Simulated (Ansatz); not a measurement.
# F₂H₂OSi₂: how energies converge with the basis set

The task here is to estimate one member of a computed series from the others.

Program: Ansatz 0.2.0, Gaussian basis. Level of theory: one geometry, several basis sets. These are calculated values, not measurements.

Levels to be run: PBE0-D4/def2-SVP; ωB97M-V/def2-SVP; PBE0-D4/def2-QZVPP; ωB97M-V/def2-QZVPP; the functionals' def2-TZVPP values are taken from earlier runs.

### The geometry

An earlier PBE0-D4 in a triple-zeta def2 set relaxation fixed the geometry.

SMILES `F[Si]1(F)O[SiH2]1`, 7 atoms, charge 0, spin multiplicity 1.

Atoms are counted from 1 here; the program's logs count them from 0.

Bond lengths: F1–Si2 1.578 Å, Si2–F3 1.578 Å, Si2–O4 1.648 Å, Si2–Si5 2.174 Å, O4–Si5 1.718 Å, Si5–H6 1.482 Å, Si5–H7 1.482 Å. Angles: F1–Si2–F3 105.1°, F1–Si2–O4 114.7°, F1–Si2–Si5 127.3°, F3–Si2–O4 114.7°, F3–Si2–Si5 127.3°, O4–Si2–Si5 51.2°, Si2–O4–Si5 80.4°, Si2–Si5–O4 48.4°, Si2–Si5–H6 124.7°, Si2–Si5–H7 124.7°, O4–Si5–H6 114.3°, O4–Si5–H7 114.3°, H6–Si5–H7 110.4°.

Set-up of the first run:

Contents of in.yaml:

```yaml
crystal:
  periodic: [false, false, false]
  atoms:
    - {symbol: F, position_ang: [0.424211, -1.612123, 1.693782]}
    - {symbol: Si, position_ang: [0.037852, -1.025978, 0.280086]}
    - {symbol: F, position_ang: [-0.194247, -2.287968, -0.639076]}
    - {symbol: O, position_ang: [1.103474, 0.077872, -0.322087]}
    - {symbol: Si, position_ang: [-0.304834, 1.058638, -0.232841]}
    - {symbol: H, position_ang: [-0.202348, 2.188850, 0.719988]}
    - {symbol: H, position_ang: [-0.802809, 1.532810, -1.545452]}
basis:
  gaussian: {orbitals: def2-SVP}
hamiltonian: {xc: pbe0, dispersion: d4}
output: {orbitals: {seedname: orbitals}}
```

Steps of the session up to this table: PBE0-D4 in def2-SVP; ωB97M-V in def2-SVP; PBE0-D4 in def2-QZVPP; ωB97M-V in def2-QZVPP.

One table of the session follows, with a row left open; its other results are not shown here.

It belongs to the step «Density functionals: the series». 

```
functional       basis  HOMO (eV)
   PBE0-D4    def2-SVP      -7.65
   PBE0-D4  def2-TZVPP      -7.68
   PBE0-D4  def2-QZVPP      -7.71
   ωB97M-V    def2-SVP          ?
   ωB97M-V  def2-TZVPP      -9.77
   ωB97M-V  def2-QZVPP      -9.81
```

Q: Estimate the row for ωB97M-V, def2-SVP from the others.

As computed: HOMO (eV): -9.71. In the column «HOMO (eV)» it lies between ωB97M-V, def2-TZVPP (-9.77) and PBE0-D4, def2-QZVPP (-7.71).
